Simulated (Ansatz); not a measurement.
# CSO: the cost of one run

Method: DFT PBE, plane waves, PAW, scalar-relativistic, no spin polarisation, in Ansatz 0.2.0.

## 1. The system as given

The cell holds 18 atoms (C6O6S6): a = 7.926 Å, b = 7.926 Å, c = 7.926 Å, α = 90.00°, β = 90.00°, γ = 90.00°.

The coordinates stand in the first input below.

## 2. Preparing the start

Contents of input.yaml:

```yaml
crystal:
  lattice:
    - [7.926408, 0.0, 0.0]
    - [0.0, 7.926408, 0.0]
    - [0.0, 0.0, 7.926408]
  atoms:
    - { symbol: O, position: [0.189771, 0.5443466, 0.5105982] }
    - { symbol: C, position: [0.1336076, 0.4513866, 0.6121822] }
    - { symbol: S, position: [0.0590266, 0.3279421, 0.7470787] }
    - { symbol: O, position: [0.6115116, 0.6434322, 0.2765808] }
    - { symbol: C, position: [0.5369503, 0.7034873, 0.1627862] }
    - { symbol: S, position: [0.4379382, 0.7832364, 0.0116751] }
    - { symbol: O, position: [0.4554649, 0.2477757, 0.6597262] }
    - { symbol: C, position: [0.4410485, 0.2281821, 0.8064351] }
    - { symbol: S, position: [0.4219046, 0.2021633, 1.001254] }
    - { symbol: O, position: [0.889992, 0.7084851, 0.1479734] }
    - { symbol: C, position: [0.857403, 0.8494414, 0.113557] }
    - { symbol: S, position: [0.814127, 1.0366214, 0.0678544] }
    - { symbol: O, position: [0.2330195, 0.9235511, 0.2656834] }
    - { symbol: C, position: [0.2548601, 0.9106491, 0.4122158] }
    - { symbol: S, position: [0.2838629, 0.8935163, 0.6068005] }
    - { symbol: O, position: [0.8150286, 0.878532, 0.6245575] }
    - { symbol: C, position: [0.7514631, 0.7556522, 0.6791029] }
    - { symbol: S, position: [0.6670526, 0.5924765, 0.7515353] }
basis:
  ecutwfc: 420.0
kpoints:
  mp_grid: { grid: [1, 1, 1] }
hamiltonian:
  xc: pbe
scf:
  occupations: { method: fermi_dirac, width: 0.02 }
  lower_state_search: "off"
relax:
  f_tol: 0.3
  max_steps: 15
  adjacent_minimum: "off"
```

Run with:

```console
$ ansatz run input.yaml --threads 1 --pin off --max-ram 3072MiB --backend cpu --events-out ev --progress --plain --runs-dir out
```

**Question.** How long does this run take on 1 thread of Arm Neoverse V1, shared host, and how much memory does it need?

About 45 s, with a peak of 0.45 GiB.
